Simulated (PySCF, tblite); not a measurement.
**C₄H₈F₂GeS: geometry, infrared bands and NMR shifts**

Aim: predict the infrared bands and NMR shifts of C₄H₈F₂GeS (`C[C@@]1(F)SC[C@H](F)[GeH2]1`).

Programs: tblite 0.8.0 and PySCF 2.14.0, with density-fitted response routines of our own. Each step states its level of theory. These are calculated values for one molecule in the gas phase, unless marked as measured. Atoms are numbered from 0 throughout.

### Step 1. The starting structure

16 atoms, charge 0, multiplicity 1; geometry from: force field or distance geometry start.

Bonds of the start (Å): C0–C1 1.51, C1–F2 1.36, C1–S3 1.82, S3–C4 1.82, C4–C5 1.52, C5–F6 1.36, C5–Ge7 1.96, Ge7–C1 1.95, C0–H8 1.12, C0–H9 1.10, C0–H10 1.12, C4–H11 1.12, C4–H12 1.10, C5–H13 1.12, Ge7–H14 1.53, Ge7–H15 1.54.

### Step 2. Geometry optimisation with GFN2-xTB

The job: settings as JSON, then the geometry in Å.

```
{"job": {"kind": "relax", "xc": "GFN2-xTB", "basis": "xTB"}, "charge": 0, "multiplicity": 1}
C      2.124100    -0.205200     0.445700
C      1.008300    -0.557000    -0.510100
F      1.430500    -1.073800    -1.694400
S     -0.221400    -1.682500     0.226800
C     -1.822600    -0.835300     0.050100
C     -1.466100     0.524700     0.629100
F     -2.508400     1.391900     0.686200
Ge    -0.100700     1.037900    -0.684300
H      2.176500     0.894300     0.649800
H      3.102600    -0.457400    -0.000500
H      1.981300    -0.674100     1.447300
H     -2.011700    -0.698600    -1.040500
H     -2.645100    -1.327400     0.584100
H     -0.980000     0.311700     1.612100
H      0.623500     2.333700    -0.314400
H     -0.698600     1.026100    -2.098500
```

On the command line:

```sh
$ OMP_NUM_THREADS=1 python probes_run.py task.json out
```

This one command runs all jobs of the session in turn.

The log of the run:

```text
step      E/eV     max force
  0    -740.99759    2.072
  1    -741.18596    1.304
  2    -741.31357    0.615
  3    -741.36183    0.578
  4    -741.41696    0.504
  5    -741.44192    0.453
  6    -741.46641    0.375
  7    -741.48926    0.376
  8    -741.51325    0.417
  9    -741.53628    0.352
 10    -741.55637    0.274
 11    -741.57085    0.267
 12    -741.58249    0.273
 13    -741.59244    0.273
 14    -741.60054    0.250
 15    -741.60720    0.177
 16    -741.61317    0.192
 17    -741.61885    0.186
 18    -741.62454    0.204
 19    -741.62971    0.192
 20    -741.63410    0.156
 21    -741.63815    0.170
 22    -741.64252    0.192
 23    -741.64790    0.211
 24    -741.65383    0.229
 25    -741.65903    0.183
 26    -741.66303    0.156
 27    -741.66674    0.177
 28    -741.67065    0.158
 29    -741.67404    0.121
 30    -741.67648    0.120
 31    -741.67853    0.138
 32    -741.68092    0.136
 33    -741.68352    0.129
 34    -741.68562    0.095
 35    -741.68699    0.072
 36    -741.68819    0.082
 37    -741.68988    0.101
 38    -741.69209    0.132
 39    -741.69442    0.160
 40    -741.69668    0.158
 41    -741.69935    0.157
 42    -741.70312    0.216
 43    -741.70910    0.254
 44    -741.71834    0.298
 45    -741.72906    0.207
 46    -741.73560    0.205
 47    -741.74256    0.230
 48    -741.75015    0.332
 49    -741.75657    0.336
 50    -741.76813    0.297
 51    -741.77993    0.234
 52    -741.78792    0.255
 53    -741.79448    0.340
 54    -741.80586    0.270
 55    -741.81680    0.277
 56    -741.82378    0.208
 57    -741.82795    0.174
 58    -741.83284    0.154
 59    -741.83702    0.133
 60    -741.84118    0.201
 61    -741.84471    0.174
 62    -741.84713    0.100
 63    -741.84902    0.093
 64    -741.85111    0.122
 65    -741.85343    0.128
 66    -741.85607    0.159
 67    -741.85872    0.123
 68    -741.86118    0.102
 69    -741.86293    0.114
 70    -741.86444    0.162
 71    -741.86591    0.116
 72    -741.86832    0.097
 73    -741.87043    0.120
 74    -741.87276    0.128
 75    -741.87582    0.118
 76    -741.87800    0.098
 77    -741.87944    0.087
 78    -741.88064    0.092
 79    -741.88218    0.102
 80    -741.88400    0.124
 81    -741.88660    0.136
 82    -741.89018    0.162
 83    -741.89487    0.182
 84    -741.89945    0.219
 85    -741.90324    0.252
 86    -741.90443    0.286
 87    -741.90844    0.092
 88    -741.90989    0.076
 89    -741.91153    0.067
 90    -741.91234    0.077
 91    -741.91344    0.090
 92    -741.91412    0.075
 93    -741.91477    0.071
 94    -741.91531    0.068
 95    -741.91586    0.056
 96    -741.91629    0.044
 97    -741.91656    0.033
 98    -741.91674    0.031
 99    -741.91690    0.030
100    -741.91704    0.028
101    -741.91717    0.024
102    -741.91727    0.024
103    -741.91736    0.021
104    -741.91743    0.022
105    -741.91749    0.017
106    -741.91753    0.016
107    -741.91757    0.014
108    -741.91762    0.021
109    -741.91768    0.023
110    -741.91775    0.021
111    -741.91780    0.022
112    -741.91785    0.017
113    -741.91790    0.019
114    -741.91795    0.018
115    -741.91801    0.016
116    -741.91806    0.022
117    -741.91812    0.025
118    -741.91818    0.024
119    -741.91823    0.019
120    -741.91826    0.018
121    -741.91829    0.016
122    -741.91831    0.013
123    -741.91832    0.007
```

Run time: 1.6 s. Hardware: 1 thread of Arm Neoverse N1, shared host.

Step by step: (not every step is listed)

```
step  energy from step 0 (eV)  largest force (eV/Å)
   0                   0.0000                2.0718
   1                  -0.1884                1.3043
   2                  -0.3160                0.6149
   3                  -0.3642                0.5781
   4                  -0.4194                0.5039
   5                  -0.4443                0.4526
   6                  -0.4688                0.3754
   7                  -0.4917                0.3758
   8                  -0.5157                0.4166
  19                  -0.6321                0.1919
  30                  -0.6789                0.1205
  41                  -0.7018                0.1569
  52                  -0.7903                0.2548
  63                  -0.8514                0.0927
  74                  -0.8752                0.1281
  85                  -0.9057                0.2517
  96                  -0.9187                0.0441
 107                  -0.9200                0.0141
 118                  -0.9206                0.0241
 119                  -0.9206                0.0188
 120                  -0.9207                0.0178
 121                  -0.9207                0.0160
 122                  -0.9207                0.0131
 123                  -0.9207                0.0070
```

Close pairs (by a distance rule), those that changed most:

```
   bond  before (Å)  after (Å)  change (Å)
 C1–Ge7       1.950      2.010      +0.060
 C5–Ge7       1.963      2.007      +0.044
Ge7–H15       1.535      1.499      -0.037
  C1–F2       1.359      1.394      +0.035
  C0–H8       1.120      1.089      -0.031
 C0–H10       1.115      1.087      -0.028
  C5–F6       1.357      1.384      +0.027
Ge7–H14       1.530      1.504      -0.026
```

The next job starts from the end point, and lists it.

### Step 3. Infrared spectrum with GFN2-xTB

The job: settings as JSON, then the geometry in Å.

```
{"job": {"kind": "ir", "xc": "GFN2-xTB", "basis": "xTB"}, "charge": 0, "multiplicity": 1}
C      2.384554    -0.388658     0.145507
C      0.935735    -0.388937    -0.274833
F      0.838759    -0.887480    -1.573445
S     -0.051696    -1.469401     0.822191
C     -1.676867    -0.953989     0.198263
C     -1.808506     0.554286     0.342204
F     -2.849429     1.012574    -0.447277
Ge    -0.075118     1.348724    -0.283124
H      2.960672     0.232913    -0.537883
H      2.784348    -1.401322     0.127180
H      2.466453     0.009180     1.153840
H     -1.748373    -1.240937    -0.852519
H     -2.422961    -1.500858     0.773008
H     -2.062799     0.825717     1.371743
H      0.511135     2.336462     0.687279
H     -0.193505     1.920670    -1.663545
```

The log of the run:

```text
mode    cm-1     km/mol
  1      44.3      0.15
  2     137.9      9.23
  3     164.3      0.59
  4     197.0      0.09
  5     211.1      0.16
  6     225.7     13.34
  7     259.1     12.46
  8     294.6      4.90
  9     344.5      7.47
 10     358.2      3.17
 11     396.0      4.39
 12     448.7     40.35
 13     512.7     20.08
 14     524.2     14.48
 15     585.7    122.28
 16     603.9     46.70
 17     681.7      9.54
 18     758.7      0.98
 19     774.3    190.04
 20     856.4     66.13
 21     891.6      1.57
 22    1001.1     49.12
 23    1037.7     14.89
 24    1061.6     17.61
 25    1072.8     17.68
 26    1080.1     30.41
 27    1129.5      5.27
 28    1206.1     11.51
 29    1208.5      4.11
 30    1272.7      1.57
 31    1391.2     15.50
 32    1444.5      3.02
 33    1456.1      3.12
 34    1472.0      8.09
 35    1957.4    200.48
 36    2045.1    385.90
 37    2915.1     23.65
 38    2972.1      5.95
 39    3006.7      8.75
 40    3018.0     10.70
 41    3024.2      7.53
 42    3039.0     13.88
```

It took 1 s on 1 thread of Arm Neoverse N1, shared host.

Which atoms move in the most intense modes:

```
cm⁻¹  km/mol                                  atoms
 449    40.4  H14 24 %, H15 22 %, F6 13 %, Ge7 11 %
 586   122.3            H15 60 %, C5 12 %, H14 12 %
 604    46.7                      H14 55 %, C5 20 %
 774   190.0                     H14 48 %, H15 46 %
 856    66.1             F2 35 %, C1 34 %, H10 15 %
1001    49.1                       C5 52 %, F6 30 %
1957   200.5                     H14 68 %, H15 31 %
2045   385.9                     H15 67 %, H14 31 %
```

### Step 4. Nuclear shieldings: PBE0/pcSseg-1

The job, as its differences from that of step 3:

```diff
@@ -1,2 +1,2 @@
-{"job": {"kind": "ir", "xc": "GFN2-xTB", "basis": "xTB"}, "charge": 0, "multiplicity": 1}
+{"job": {"kind": "nmr", "xc": "PBE0", "basis": "pcSseg-1"}, "charge": 0, "multiplicity": 1}
 C      2.384554    -0.388658     0.145507
```

With the program's defaults for keys left out, this is: GIAO PBE0/pcSseg-1 NMR shielding, non-relativistic, gas phase.

The log of the run:

```text
coarse grid: 64832 points
cycle   1  E = -2830.9405644001  dE =  2.379e-01  |g| = 1.050e+00  |ddm| = 3.772e+00
cycle   2  E = -2830.8452440236  dE =  9.532e-02  |g| = 1.286e+00  |ddm| = 1.303e+00
cycle   3  E = -2831.0459047750  dE = -2.007e-01  |g| = 1.877e-01  |ddm| = 8.816e-01
cycle   4  E = -2831.0511897453  dE = -5.285e-03  |g| = 6.617e-02  |ddm| = 1.565e-01
cycle   5  E = -2831.0517956175  dE = -6.059e-04  |g| = 8.637e-03  |ddm| = 4.664e-02
cycle   6  E = -2831.0518074662  dE = -1.185e-05  |g| = 3.651e-03  |ddm| = 1.070e-02
cycle   7  E = -2831.0518100661  dE = -2.600e-06  |g| = 9.704e-04  |ddm| = 3.491e-03
final grid: 135800 points
cycle   8  E = -2831.0517871225  dE =  1.891e-07  |g| = 1.447e-03  |ddm| = 2.910e-03
cycle   9  E = -2831.0517864696  dE =  6.530e-07  |g| = 2.257e-03  |ddm| = 3.299e-03
cycle  10  E = -2831.0517875837  dE = -1.114e-06  |g| = 1.226e-04  |ddm| = 1.951e-03
cycle  11  E = -2831.0517875868  dE = -3.112e-09  |g| = 2.665e-05  |ddm| = 1.366e-04
cycle  12  E = -2831.0517875869  dE = -9.868e-11  |g| = 4.065e-06  |ddm| = 2.015e-05
converged SCF energy = -2831.0517875869

GIAO shielding tensors (ppm)
atom      isotropic    diamagn.    paramagn.     s11        s22        s33       span
  0 C      160.300     245.201     -84.901    140.550    154.931    185.419     44.869
  1 C       73.914     249.606    -175.692     41.578     60.397    119.768     78.190
  2 F      326.886     478.423    -151.537    252.910    353.845    373.903    120.993
  3 S      403.550    1056.720    -653.170    214.526    291.102    705.022    490.496
  4 C      145.291     252.048    -106.757    113.593    153.823    168.457     54.864
  5 C       90.486     247.334    -156.848     37.980     76.690    156.788    118.808
  6 F      400.346     471.424     -71.078    356.306    389.540    455.193     98.888
  7 Ge    1440.341    2754.505   -1314.164   1354.750   1432.087   1534.187    179.438
  8 H       29.490      28.346       1.144     24.620     27.696     36.153     11.533
  9 H       29.493      28.062       1.431     24.815     27.698     35.967     11.152
 10 H       30.199      28.889       1.311     26.031     28.329     36.238     10.207
 11 H       27.837      30.687      -2.850     23.629     26.574     33.309      9.680
 12 H       28.425      29.336      -0.911     23.131     26.083     36.061     12.931
 13 H       25.952      29.650      -3.698     23.428     26.243     28.185      4.757
 14 H       27.320      28.971      -1.651     20.985     22.360     38.616     17.631
 15 H       27.155      28.806      -1.651     20.944     21.845     38.677     17.733
```

Wall time 71 s (1 thread of Arm Neoverse N1, shared host); peak memory 1 GiB.

Shifts follow as δ = σ(reference) − σ, with reference shieldings (ppm) from runs at the same level and on the same kind of geometry: ¹H TMS 31.72, ¹³C TMS 186.9, ¹⁹F CFCl3 170.9, ³³S CS2 504, ⁷³Ge GeMe4 1331. The references are single molecules in the gas phase, so shifts against H2O, NH3, PH3, H3PO4 or CFCl3 are not on the usual liquid scales and can be off by tens of ppm. Atoms listed in one row are averaged.

```
      atoms                                                  environment  σ (ppm)  δ (ppm)
         C1        fully substituted sp3 carbon bonded to F and Ge and S     73.9    113.0
         C5                                    sp3 CH bonded to F and Ge     90.5     96.4
         C4                                          sp3 CH2 bonded to S    145.3     41.6
         C0                                                methyl carbon    160.3     26.6
        H13                     hydrogen on an sp3 CH bonded to F and Ge    25.95     5.77
        H15  hydrogen on a germanium bonded to 2 C, in a 5-membered ring    27.16     4.56
        H14  hydrogen on a germanium bonded to 2 C, in a 5-membered ring    27.32     4.40
        H11                           hydrogen on an sp3 CH2 bonded to S    27.84     3.88
        H12                           hydrogen on an sp3 CH2 bonded to S    28.43     3.29
H8, H9, H10                                  hydrogen on a methyl carbon    29.73     1.99
         F2                                    fluorine on an sp3 carbon    326.9   -155.9
         F6                                    fluorine on an sp3 carbon    400.3   -229.4
         S3                                               sulfide sulfur      404      100
        Ge7           germanium bonded to 2 C, 2 H, in a 5-membered ring     1440     -109
```

The run also stored atomic charges by several schemes (e):

```
atoms  Mulliken    IAO  Hirshfeld  ESP fit
   C0     -0.15  -0.43      -0.14    -0.57
   C1     -0.32   0.01       0.02     0.25
   F2     -0.31  -0.32      -0.12    -0.21
   S3      0.05   0.08       0.00    -0.19
   C4     -0.29  -0.36      -0.09    -0.38
   C5     -0.04  -0.05      -0.02     0.08
   F6     -0.33  -0.32      -0.13    -0.23
  Ge7      0.51   0.59       0.32     0.26
```

Mayer bond orders: C0–C1 1.01, C1–F2 0.80, C1–S3 0.99, S3–C4 0.98, C4–C5 0.96, C5–F6 0.83, C5–Ge7 0.89, Ge7–C1 0.79.

Ring of atoms C1, S3, C4, C5, Ge7: NICS(0) -5.1, NICS(1) -3.5, NICS(1)zz 0.3 ppm (means of both faces; NICS(1) differs between them: -5.5 and -1.5).

### Step 5. Summary of results

```
                                                              quantity                                   value
                             strongest single infrared mode (GFN2-xTB)                   2045 cm⁻¹, 386 km/mol
                                          zero-point energy (GFN2-xTB)                           67.3 kcal/mol
                                ¹³C shifts against TMS (PBE0/pcSseg-1)             113.0, 96.4, 41.6, 26.6 ppm
¹H shifts against TMS (PBE0/pcSseg-1, means over atoms taken as alike)  5.77, 4.56, 4.40, 3.88, 3.29, 1.99 ppm
                              ¹⁹F shifts against CFCl3 (PBE0/pcSseg-1)                      -155.9, -229.4 ppm
                                ³³S shifts against CS2 (PBE0/pcSseg-1)                                 100 ppm
                             ⁷³Ge shifts against GeMe4 (PBE0/pcSseg-1)                                -109 ppm
```

In words: The optimisation took 123 steps and gained 0.921 eV; among the close pairs (by a distance rule), C1–Ge7 changed most, from 1.950 to 2.010 Å. No mode is imaginary among the 42: a minimum at this level. The strongest single mode, at 2045 cm⁻¹, moves mainly H15. Unscaled tight-binding wavenumbers are off by several per cent, some by more. Its intensities can rank the bands wrongly. The most deshielded carbon is C1 (fully substituted sp3 carbon bonded to F and Ge and S), at 113.0 ppm: deshielded by the electronegative neighbour. H13 (hydrogen on an sp3 CH bonded to F and Ge) lies farthest downfield among hydrogen, at 5.77 ppm; its carbon carries F, an electronegative neighbour. At PBE0/pcSseg-1: Shielding is most anisotropic at S3 (span 490 ppm, paramagnetic term -653 ppm). Spin-orbit coupling is left out, which matters for shieldings and couplings at and beside the heavy atoms.
